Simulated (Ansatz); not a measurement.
# GeH4S2Si: the cost of one run

Method: RKS CAM-B3LYP-D4/def2-SVP, in Ansatz 0.2.0.

**1. The system as given**

Bond lengths: Si1–Ge2 2.255 Å, Ge2–S3 2.187 Å, Ge2–S4 2.285 Å, S3–S4 2.128 Å, Si1–H5 1.513 Å, Si1–H6 1.520 Å, Si1–H7 1.483 Å, Ge2–H8 1.508 Å. Angles: Si1–Ge2–S3 111.5°, Si1–Ge2–S4 111.0°, Si1–Ge2–H8 126.6°, S3–Ge2–S4 56.8°, S3–Ge2–H8 114.9°, S4–Ge2–H8 115.6°, Ge2–Si1–H5 110.9°, Ge2–Si1–H6 111.1°, Ge2–Si1–H7 112.1°, H5–Si1–H6 106.3°, H5–Si1–H7 108.7°, H6–Si1–H7 107.5°, Ge2–S3–S4 63.9°, Ge2–S4–S3 59.3°.

Coordinates:

```xyz
8

Si   -0.6292    0.9888   -0.4654
Ge    0.0412   -0.9800    0.4073
S     1.8854   -0.7567    1.5615
S     2.0977   -1.5742   -0.3921
H    -1.4255    0.7742   -1.7342
H    -1.5465    1.7285    0.4943
H     0.5144    1.8831   -0.7673
H    -0.8453   -2.1208    0.8402
```

**2. Relaxing end A**

File input.yaml:

```yaml
crystal:
  periodic: [false, false, false]
  atoms:
    - { symbol: Si, position_ang: [-0.6292, 0.9888, -0.4654] }
    - { symbol: Ge, position_ang: [0.0412, -0.98, 0.4073] }
    - { symbol: S, position_ang: [1.8854, -0.7567, 1.5615] }
    - { symbol: S, position_ang: [2.0977, -1.5742, -0.3921] }
    - { symbol: H, position_ang: [-1.4255, 0.7742, -1.7342] }
    - { symbol: H, position_ang: [-1.5465, 1.7285, 0.4943] }
    - { symbol: H, position_ang: [0.5144, 1.8831, -0.7673] }
    - { symbol: H, position_ang: [-0.8453, -2.1208, 0.8402] }
basis:
  gaussian: { orbitals: def2-SVP }
hamiltonian:
  xc: cam_b3lyp
  dispersion: d4
relax:
  f_tol: 0.02
  max_steps: 50
output:
  orbitals: {}
```

The run is started by

```
$ ansatz run input.yaml --threads 2 --pin off --max-ram 3072MiB --backend cpu --events-out ev --progress --plain --runs-dir out
```

What time and memory should one allow on 2 threads of Intel Xeon Platinum 8488C (Sapphire Rapids), shared host?

About 19 s, with a peak of 0.33 GiB.
